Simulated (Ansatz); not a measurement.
Geometry optimisation, DFT PBE, scalar-relativistic, plane waves, PAW in Ansatz.

Input:

```yaml
accuracy: low
crystal:
  lattice:
    - [5.48, 0.0, 0.0]
    - [-4.11, 7.118729, 0.0]
    - [0.0, 0.0, 4.39496]
  atoms:
    - { symbol: Tc, position: [0.0, 0.0, 0.0] }
    - { symbol: Tc, position: [0.1666667, 0.2222222, 0.5] }
    - { symbol: Tc, position: [0.0, 0.3333333, 0.0] }
    - { symbol: Tc, position: [0.1666667, 0.5555556, 0.5] }
    - { symbol: Tc, position: [0.0, 0.6666667, 0.0] }
    - { symbol: Tc, position: [0.1666667, 0.8888889, 0.5] }
    - { symbol: Tc, position: [0.5, 0.0, 0.0] }
    - { symbol: Tc, position: [0.6666667, 0.2222222, 0.5] }
    - { symbol: Tc, position: [0.5, 0.3333333, 0.0] }
    - { symbol: Tc, position: [0.6666667, 0.5555556, 0.5] }
    - { symbol: Tc, position: [0.5, 0.6666667, 0.0] }
    - { symbol: Tc, position: [0.6666667, 0.8888889, 0.5] }
    - { symbol: Na, position: [0.8246983, 0.4396884, 0.2326932] }
basis:
  ecutwfc: 600.0
kpoints:
  mp_grid: { grid: [3, 2, 3] }
hamiltonian:
  xc: pbe
scf:
  occupations: { method: fermi_dirac, width: 0.15 }
  lower_state_search: "off"
relax:
  f_tol: 0.08
  max_steps: 25
  adjacent_minimum: "off"
```

Run as:

```bash
$ ansatz run input.yaml --threads 2 --pin off --max-ram 5120MiB --backend cpu --events-out ev --progress --plain --runs-dir out
```

Problem. Where does it end, and by what steps?

Solution. The run converged. The threshold is loose, so the end isn't yet a minimum. Limits of this set-up: coarse k mesh, a small cell, in which the defect meets its images, a typed lattice constant that wasn't relaxed here, low accuracy level. After 16 steps the energy has fallen by 10.462 eV; Na13 moved furthest, 1.23 Å. The start is strongly strained (largest force component 9 eV/Å). Joined: Tc1–Na13 (4.27 → 3.10 Å), Tc2–Tc7 (3.85 → 3.46 Å), Tc3–Tc10 (3.85 → 3.21 Å), Tc4–Tc9 (3.85 → 3.38 Å), Tc5–Tc12 (3.85 → 3.02 Å), Tc6–Tc9 (3.85 → 2.99 Å).

| step | energy less start (eV) | largest force component (eV/Å) | accepted |
| --- | --- | --- | --- |
| 0 | 0.0000 | 9.367 | yes |
| 1 | -7.4707 | 3.351 | yes |
| 2 | -9.0501 | 0.773 | yes |
| 3 | -9.1408 | 0.224 | yes |
| 4 | -9.2171 | 0.396 | yes |
| 5 | -9.4060 | 0.663 | yes |
| 6 | -9.6386 | 0.737 | yes |
| 7 | -9.7395 | 0.905 | yes |
| 8 | -9.7917 | 0.577 | yes |
| 9 | -10.0432 | 0.479 | yes |
| 10 | -10.1241 | 0.431 | yes |
| 11 | -10.2087 | 0.279 | yes |
| 12 | -10.2814 | 0.570 | yes |
| 13 | -10.3841 | 0.471 | yes |
| 14 | -10.4407 | 0.265 | yes |
| 15 | -10.4346 | 0.270 | no |
| 16 | -10.4621 | 0.064 | yes |

```xyz
13
Lattice="5.4800 0.0000 0.0000 -4.1100 7.1187 0.0000 0.0000 0.0000 4.3950" Properties=species:S:1:pos:R:3
Tc -0.027 -0.115 -0.063
Tc -0.125 1.349 2.256
Tc -1.391 2.343 -0.033
Tc -1.048 3.700 2.080
Tc -2.437 5.113 -0.807
Tc -2.632 6.542 1.834
Tc 2.943 0.051 -0.021
Tc 2.822 1.497 2.252
Tc 1.275 1.990 0.321
Tc 1.269 3.466 2.963
Tc -0.163 4.761 0.130
Tc 0.054 6.163 2.233
Na 2.171 4.236 1.065
```

Whether the end is a true minimum wasn't checked by a vibrational analysis.

Run time: 2.4 min on 2 threads of INTEL(R) XEON(R) PLATINUM 8581C CPU @ 2.10GHz (Emerald Rapids) (shared host), peak memory 0.87 GiB.
